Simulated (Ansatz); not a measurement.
# CsLiCr2Te2S3 in Ansatz: the effect of pseudo set

Crystal: CsLiCr2Te2S3.

```
CELL_PARAMETERS angstrom
3.42162 -5.18069 0.00784
3.42162 5.18069 0.00784
-2.90411 0.00000 7.43093
ATOMIC_POSITIONS crystal
Cs 0.09374 0.09374 0.00853
Li 0.58875 0.58875 0.55336
Cr 0.05646 0.46755 0.55790
Cr 0.46755 0.05646 0.55790
Te 0.56486 0.87357 0.29035
Te 0.87357 0.56486 0.29035
S 0.81151 0.39697 0.73347
S 0.39697 0.81151 0.73347
S 0.21404 0.21404 0.48371
```

The cell was built by a generator and needn't be a form met in nature.

Alike in all runs:

* Program: Ansatz 0.2.0
* Task: single point
* Functional: PBE
* k mesh: 5 × 5 × 4
* Occupations: fermi-dirac, width 0.05 eV
* Spin: collinear spin, ferromagnetic start
* Starting moments: [0.0, 0.0, 3.0, 3.0, 0.0, 0.0, 0.0, 0.0, 0.0] μB

```tsv
pseudo set	cutoff	pressure (GPa)	moment (μB)	largest force (eV/Å)
PseudoDojo standard	1279 eV	0.3	4.03	0.07
Ansatz PAW accurate	1070 eV	0.0	4.01	0.02
SPMS NC	871 eV (not typed: the program's choice for these potentials)	?	?	?
```

Question: What does the run with pseudo set SPMS NC give?

Answer: Pressure 0.3 GPa; moment 4.03 μB; largest force 0.09 eV/Å.

Caveats: only a ferromagnetic start was run, and an antiferromagnetic order may lie lower in energy.
